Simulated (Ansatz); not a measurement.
# CH2F2Si (SMILES FC=[SiH]F): single points off equilibrium

The runs use Ansatz 0.2.0, Gaussian basis; single points in def2-TZVPP.

Cores are frozen in the correlated methods.

## (1) The system as given

SMILES `FC=[SiH]F`, 6 atoms, charge 0, spin multiplicity 1.

Atoms are counted from 1 here; the program's logs count them from 0.

Bond lengths: F1–C2 1.392 Å, C2–Si3 1.753 Å, C2–H5 0.989 Å, Si3–F4 1.578 Å, Si3–H6 1.398 Å. Angles: F1–C2–Si3 120.0°, F1–C2–H5 112.1°, Si3–C2–H5 127.9°, C2–Si3–F4 126.2°, C2–Si3–H6 129.7°, F4–Si3–H6 104.1°.

Coordinates:

```xyz
6
CH2F2Si
F     1.0744   -1.4203   -0.8705
C     0.7873   -0.1024   -0.5250
Si   -0.6436    0.2653    0.4179
F    -1.7117   -0.7738    0.9361
H     1.4829    0.5252   -0.8428
H    -1.1066    1.4950    0.8953
```

## (2) CCSD(T)/def2-TZVPP

Contents of run/in.yaml:

```yaml
crystal:
  periodic: [false, false, false]
  atoms:
    - {symbol: F, position_ang: [1.074400, -1.420300, -0.870500]}
    - {symbol: C, position_ang: [0.787300, -0.102400, -0.525000]}
    - {symbol: Si, position_ang: [-0.643600, 0.265300, 0.417900]}
    - {symbol: F, position_ang: [-1.711700, -0.773800, 0.936100]}
    - {symbol: H, position_ang: [1.482900, 0.525200, -0.842800]}
    - {symbol: H, position_ang: [-1.106600, 1.495000, 0.895300]}
basis:
  gaussian: {orbitals: def2-TZVPP}
correlation: {method: ccsd_t}
output: {forces: true}
```

Command:

```
$ ansatz run in.yaml --threads 4 --pin off --events-out ev --progress --plain --max-ram 5222MiB
```

What time and memory should one allow on 4 threads of Arm Neoverse N1, shared host?

About 2.8 min, with a peak of 2.4 GiB.
